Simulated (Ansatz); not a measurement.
**ClH₃HfSe₃: a ladder of functionals and wavefunction methods**

An exercise on one series of results from a longer session: the logs are not shown, and one member is left open.

Computed with Ansatz 0.2.0, Gaussian basis. Level: functionals in def2-TZVPP, the program's frozen cores in correlated methods.

Plan: LDA (SPW92), PBE-D4, revPBE-D4, BLYP-D4, r2SCAN-D4, B97M-V, PBE0-D4, B3LYP-D4, r2SCANh-D4, r2SCAN0-D4, HSE06-D4, BHLYP-D4, CAM-B3LYP-D4, LC-ωPBE, ωB97X-V, ωB97M-V, B2PLYP, PBE-QIDH; CCSD(T)/def2-SVP; MP2/def2-TZVPP; MP2/def2-QZVPP; RPA on PBE.

## Structure used throughout

An earlier PBE0-D4 in a triple-zeta def2 set relaxation fixed the geometry. Hf takes the def2 core potential; no spin-orbit term is included.

SMILES `[Cl][Hf]([SeH])([SeH])[SeH]`, 8 atoms, charge 0, spin multiplicity 1.

Atoms are counted from 1 here; the program's logs count them from 0.

Bond lengths: Cl1–Hf2 2.323 Å, Hf2–Se3 2.551 Å, Hf2–Se4 2.560 Å, Hf2–Se5 2.553 Å, Se3–H6 1.474 Å, Se4–H7 1.474 Å, Se5–H8 1.476 Å. Angles: Cl1–Hf2–Se3 110.9°, Cl1–Hf2–Se4 110.0°, Cl1–Hf2–Se5 112.0°, Se3–Hf2–Se4 110.5°, Se3–Hf2–Se5 104.4°, Se4–Hf2–Se5 108.9°, Hf2–Se3–H6 86.7°, Hf2–Se4–H7 86.3°, Hf2–Se5–H8 88.2°.

Set-up of the first run:

The input, in.yaml:

```yaml
crystal:
  periodic: [false, false, false]
  atoms:
    - {symbol: Cl, position_ang: [-2.382762, -1.147884, 1.193835]}
    - {symbol: Hf, position_ang: [-0.367905, -0.344210, 0.363115]}
    - {symbol: Se, position_ang: [1.604143, -1.327454, 1.648532]}
    - {symbol: Se, position_ang: [-0.330534, 2.213245, 0.481561]}
    - {symbol: Se, position_ang: [0.026810, -1.067976, -2.052912]}
    - {symbol: H, position_ang: [2.247647, -0.009240, 1.503563]}
    - {symbol: H, position_ang: [0.486668, 2.163643, -0.744536]}
    - {symbol: H, position_ang: [-1.284066, -0.480134, -2.393148]}
basis:
  gaussian: {orbitals: def2-TZVPP}
hamiltonian: {xc: lda}
output: {orbitals: {seedname: orbitals}}
```

The run is started by

```
$ ansatz run in.yaml --threads 4 --pin off --events-out ev --progress --plain --max-ram 11315MiB
```

Among the steps run: LDA; PBE-D4 (GGA); revPBE-D4 (GGA); BLYP-D4 (GGA); r2SCAN-D4 (meta-GGA); B97M-V (meta-GGA); B3LYP-D4 (hybrid); r2SCANh-D4 (hybrid); r2SCAN0-D4 (hybrid); HSE06-D4 (hybrid); BHLYP-D4 (hybrid); CAM-B3LYP-D4 (range-separated); LC-ωPBE (range-separated); ωB97X-V (range-separated); ωB97M-V (range-separated); B2PLYP (double hybrid); PBE-QIDH (double hybrid).

One table of the session follows, with a row left open; its other results are not shown here.

It belongs to the step «Orbital energies across the functionals». 

| functional | HOMO (eV) | LUMO (eV) | gap (eV) |
| --- | --- | --- | --- |
| LDA (SPW92) | -6.56 | -3.21 | 3.35 |
| PBE-D4 | -6.39 | -2.98 | 3.41 |
| revPBE-D4 | -6.33 | -2.90 | 3.43 |
| BLYP-D4 | -6.20 | -2.83 | 3.37 |
| r2SCAN-D4 | ? | ? | ? |
| B97M-V | -6.70 | -2.79 | 3.91 |
| PBE0-D4 | -7.50 | -2.21 | 5.28 |
| B3LYP-D4 | -7.24 | -2.38 | 4.86 |
| r2SCANh-D4 | -7.09 | -2.56 | 4.54 |
| r2SCAN0-D4 | -7.70 | -2.12 | 5.58 |
| HSE06-D4 | -7.11 | -2.58 | 4.52 |
| BHLYP-D4 | -8.42 | -1.25 | 7.17 |
| CAM-B3LYP-D4 | -8.72 | -1.14 | 7.58 |
| LC-ωPBE | -10.07 | -0.08 | 9.99 |
| ωB97X-V | -9.73 | -0.14 | 9.58 |
| ωB97M-V | -9.58 | -0.23 | 9.35 |

Q: Estimate the row for r2SCAN-D4 from the others.

Worked estimate for «HOMO (eV)». Against the share of exact exchange, r2SCANh-D4 (0.1, -7.09), r2SCAN0-D4 (0.25, -7.70) give a slope of -4.07 per unit share; at 0 the line stands at -6.68.

The run gave: HOMO (eV): -6.69; LUMO (eV): -2.84; gap (eV): 3.85. In «HOMO (eV)» the line misses by +0.01.
